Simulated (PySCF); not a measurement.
# C6H5Cl3OTi (Ti(OPh)Cl3): the cost of one run

Computed with PySCF 2.14.0, with density-fitted response routines of our own, on a single molecule in the gas phase. Atoms count from 0, in the outputs and in this text.

## 1. Starting geometry

16 atoms, charge 0, multiplicity 1; geometry from: GFN2-xTB. The atoms were then displaced at random by about 0.03 Å, so the start is not that level's minimum.

Bonds of the start (Å): Ti0–O1 1.66, Ti0–Cl13 2.02, Ti0–Cl14 2.21, Ti0–Cl15 2.07, O1–C2 1.31, C2–C3 1.41, C2–C7 1.47, C3–C4 1.31, C3–H8 1.16, C4–C5 1.40, C4–H9 1.14, C5–C6 1.38, C5–H10 1.08, C6–C7 1.37, C6–H11 1.07, C7–H12 1.11.

## 2. Optimising the geometry at PBE0-D3(BJ)/def2-SVP

The job: settings as JSON, then the geometry in Å.

```
{"job": {"xc": "PBE0", "basis": "def2-SVP", "d3": "d3bj", "grid": 1, "maxiter": 40, "shake": 0.03, "kind": "geom"}, "charge": 0, "multiplicity": 1}
Ti    -0.937140    -1.512030    -2.313200
O     -0.867130    -1.298070    -0.666090
C     -0.319970    -0.414340     0.138680
C     -0.232730    -0.548030     1.538450
C      0.283070     0.348030     2.337600
C      0.975060     1.448700     1.816230
C      1.088300     1.577100     0.446320
C      0.487700     0.688150    -0.404560
H     -0.884590    -1.377780     2.014100
H      0.225160     0.244300     3.470830
H      1.445680     2.140860     2.495150
H      1.618980     2.417020     0.041070
H      0.397900     0.796750    -1.507110
Cl     0.827810    -1.590650    -3.298260
Cl    -2.036770     0.180440    -3.201920
Cl    -2.105670    -3.134380    -2.840880
```

Started as:

```bash
> OMP_NUM_THREADS=2 python probes_run.py task.json out
```

One launch serves the whole session: the jobs run in the order shown.

**Question.** How long does this first job take on 2 threads of AMD EPYC 9R45, shared host, and how much memory does it need?

About 5.6 min, with a peak of 1.3 GiB.
